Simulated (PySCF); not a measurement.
# InC: from the state search to spectroscopic constants

What are the lowest state that PBE0 finds, the bond length, vibrational wavenumber and bond energy of InC, and how much do these hang on the method?

Method: In aug-cc-pVDZ-PP with ECP28, C aug-cc-pVDZ, scalar-relativistic core potentials; program: PySCF 2.14.0.

### 1 The job

A driver script around PySCF takes these settings:

| Quantity | Value |
| --- | --- |
| atoms | In, C |
| charge | 0 |
| basis | In aug-cc-pVDZ-PP with ECP28, C aug-cc-pVDZ |
| Hamiltonian | scalar-relativistic core potentials |
| basis functions | 55 |
| electrons treated | 27 |
| masses in u | 114.9039, 12.0000 |
| levels | PBE0, PBE, r²SCAN, B3LYP, r²SCAN0, BHandHLYP, HF, MP2, SCS-MP2, CCSD, CCSD(T) |
| grid | 80 radial by 434 angular points |
| occupations | held fixed by the projection of orbital angular momentum |
| dissociation limit | In + C, each in its ground configuration |
| starting distance in angstrom | 2.100 |
| values of 2S to try | 1, 3 |

Launch:

```
> OMP_NUM_THREADS=1 python dia.py task.json out
```

After this run come: First curve: PBE0; Excited determinants; PBE (GGA); r²SCAN (meta-GGA); B3LYP (global hybrid GGA); r²SCAN0 (hybrid meta-GGA); BHandHLYP (global hybrid GGA); UHF; MP2 and coupled cluster.

Q: Predict the outcome of this session. Wanted: for each run, Re; ωe; De; μ.

The runs gave:

Lowest PBE0 solution found, without spin–orbit coupling: ⁴Σ⁻ (quartet), unpaired electrons σ ↑, π ↑↑. State 2 has its PBE0 minimum 0.57 eV higher, as a spin-mixed determinant (⟨S²⟩ = 1.77), so this is no gap between pure states. State 3 has its PBE0 minimum 0.63 eV higher, as a spin-mixed determinant (⟨S²⟩ = 1.76), so this is no gap between pure states. State 4 has its PBE0 minimum 1.63 eV higher. The other levels ran on the lowest alone.

```
      level  Re (Å)  ωe (cm⁻¹)  De (eV)  μ (D)
        UHF   2.257        465     1.93  -2.79
    UHF-MP2   2.248        467     2.68    n/a
UHF-SCS-MP2   2.250        465     2.40    n/a
   UHF-CCSD   2.250        458     2.53    n/a
UHF-CCSD(T)   2.250        457     2.62    n/a
        PBE   2.239        439     3.13  -2.82
     r²SCAN   2.223        463     3.03  -2.68
      B3LYP   2.246        442     2.72  -3.00
       PBE0   2.225        461     2.92  -2.89
    r²SCAN0   2.217        474     2.84  -2.76
  BHandHLYP   2.233        463     2.46  -3.05
```

De is counted to In + C in their ground configurations. A positive dipole means In(−)C(+).

Differences from CCSD(T) in the same basis:

```
      level  Re (mÅ)  ωe (%)
        UHF       +7    +2.0
    UHF-MP2       -2    +2.2
UHF-SCS-MP2        0    +1.9
   UHF-CCSD        0    +0.4
        PBE      -11    -3.8
     r²SCAN      -27    +1.4
      B3LYP       -4    -3.3
       PBE0      -25    +0.9
    r²SCAN0      -33    +3.8
  BHandHLYP      -17    +1.4
```

Against CCSD(T) in the same basis, the bond length is nearest at UHF-SCS-MP2 and UHF-CCSD (0 mÅ) and farthest at r²SCAN0 (-33 mÅ); the wavenumber is nearest at UHF-CCSD (+0.4 %) and farthest at PBE and r²SCAN0 (3.8 % off). CCSD(T) in a basis this small is itself some way from its limit, more so than the functionals. Of the levels with a De here, UHF gives the least (1.93 eV) and PBE the most (3.13 eV).

Correlated steps freeze 5 core orbitals. Spin–orbit coupling is left out, which matters for elements this heavy, above all for dissociation energies.
